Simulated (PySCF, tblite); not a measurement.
# C8H11NSi: geometry, infrared bands and NMR shifts

Aim: predict the infrared bands and NMR shifts of C8H11NSi (`C/N=C/C1=C[C@@]2([SiH3])C=C[C@@H]12`).

Programs: tblite 0.8.0 and PySCF 2.14.0, with density-fitted response routines of our own. Each step states its level of theory. These are calculated values for one molecule in the gas phase, unless marked as measured. Atoms are numbered from 0 throughout.

**1. The molecule as given**

21 atoms, charge 0, multiplicity 1; geometry from: force field or distance geometry start.

Bonds of the start (Å): C0–N1 1.48, N1–C2 1.29, C2–C3 1.48, C3–C4 1.36, C4–C5 1.53, C5–Si6 1.87, C5–C7 1.52, C7–C8 1.35, C8–C9 1.51, C9–C3 1.49, C9–C5 1.54, C0–H10 1.09, C0–H11 1.09, C0–H12 1.10, C2–H13 1.10, C4–H14 1.08, Si6–H15 1.50, Si6–H16 1.48, Si6–H17 1.48, C7–H18 1.09, C8–H19 1.09, C9–H20 1.09.

**2. Optimising the geometry with GFN2-xTB**

The job: settings as JSON, then the geometry in Å.

```
{"job": {"kind": "relax", "xc": "GFN2-xTB", "basis": "xTB"}, "charge": 0, "multiplicity": 1}
C      3.972200    -0.521900    -0.273100
N      2.584300    -0.094000    -0.537900
C      1.771100    -0.520200     0.367000
C      0.334700    -0.192500     0.278600
C     -0.676300    -0.606200     1.087600
C     -1.715100     0.169500     0.272000
Si    -3.121500    -0.758800    -0.538400
C     -1.889800     1.637700     0.634000
C     -0.860000     2.036800    -0.139200
C     -0.538500     0.633500    -0.607600
H      4.067300    -1.605100    -0.384900
H      4.621600    -0.044600    -0.999600
H      4.294200    -0.216800     0.736300
H      2.075100    -1.137300     1.221900
H     -0.748400    -1.229300     1.961300
H     -4.170000    -1.124800     0.472300
H     -2.656900    -2.025600    -1.157600
H     -3.785100     0.032100    -1.600100
H     -2.595200     2.157100     1.285200
H     -0.408000     3.005700    -0.347900
H     -0.564600     0.421700    -1.678500
```

Started as:

```sh
OMP_NUM_THREADS=1 python probes_run.py task.json out
```

The driver reads the jobs from task.json and runs them one after another.

**Question.** This job is followed by: GFN2-xTB harmonic vibrations, gas phase; GIAO PBE0/pcSseg-1 NMR shielding, non-relativistic, gas phase. What will the session give for the following? strongest single infrared mode (GFN2-xTB); zero-point energy (GFN2-xTB); 13C shifts against TMS (PBE0/pcSseg-1); 1H shifts against TMS (PBE0/pcSseg-1, means over atoms taken as alike); 15N shifts against NH3 (PBE0/pcSseg-1); 29Si shifts against TMS (PBE0/pcSseg-1); surface potential, 1st and 99th percentile.

As calculated:

| quantity | value |
| --- | --- |
| strongest single infrared mode (GFN2-xTB) | 784 cm⁻¹, 531 km/mol |
| zero-point energy (GFN2-xTB) | 98.7 kcal/mol |
| 13C shifts against TMS (PBE0/pcSseg-1) | 160.7, 158.7, 157.8, 155.8, 151.4, 54.8, 52.1, 47.9 ppm |
| 1H shifts against TMS (PBE0/pcSseg-1, means over atoms taken as alike) | 8.16, 7.06, 6.97, 6.89, 4.20, 4.08, 3.84 ppm |
| 15N shifts against NH3 (PBE0/pcSseg-1) | 383.5 ppm |
| 29Si shifts against TMS (PBE0/pcSseg-1) | -73.7 ppm |
| surface potential, 1st and 99th percentile | -1.49 V and 0.90 V |

**Reading.** Relaxing lowered the energy by 0.368 eV in 112 steps; the close pair that moved most is C0–N1, from 1.476 to 1.424 Å. No mode is imaginary among the 57: a minimum at this level. The strongest single mode, at 784 cm⁻¹, is spread over several atoms, H15, H16, H17 among them. Unscaled tight-binding wavenumbers are off by several per cent, some by more. Its intensities can rank the bands wrongly. At PBE0/pcSseg-1: The largest span, 786 ppm, is at N1, where the paramagnetic term is -444 ppm. At PBE0/pcSseg-1, counted by nearest atom on the grid, the HOMO lies on C3, C4 about 23 % each; N1 15 %, the LUMO on C4 22 %; N1 22 %.
